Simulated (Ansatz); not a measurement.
# Al (hcp type): a single-point run

Aim: a sound single-point run of Al (hcp type). The structure is shown as the input types it.

Program: Ansatz 0.2.0. Level of theory: DFT, r2SCAN, PAW with Ansatz's default frozen-core files, scalar-relativistic. These are calculated values, not measurements.

1 further run of the same task is left out (it didn't finish).

### 1 Input and run

input.yaml reads:

```yaml
crystal:
  lattice:
    - [2.8642811953, 0.0, 0.0]
    - [-1.4321405977, 2.4805402787, 0.0]
    - [0.0, 0.0, 4.6401355364]
  atoms:
    - { symbol: ALx, position: [0.2733333333, 0.6366666667, 0.205] }
    - { symbol: Al, position: [0.7266666667, 0.3633333333, 0.795] }
kpoints:
  mp_grid: { grid: [12, 12, 7] }
scf:
  occupations: { method: fermi_dirac, width: 0.05 }
  max_iter: 80
hamiltonian:
  xc: r2scan
  pseudopotentials: { kind: paw }
output:
  forces: true
  stress: true
  eigenvalues: true
  efg: { contact_densities: true }
  populations: true
```

Started as:

```sh
> ansatz run input.yaml --threads 1 --pin off --max-ram 2048MiB --backend cpu --events-out ev --progress --plain --runs-dir out
```

**Question.** How will this run end, and is anything wrong with its input?

The run ended at the input check. Its message: «line 7 column 17: `ALx` is not an element symbol (H … Og, case-exact)»

One of the atoms is labelled with something that isn't a chemical symbol in the accepted spelling.

The cure: mend the symbol.
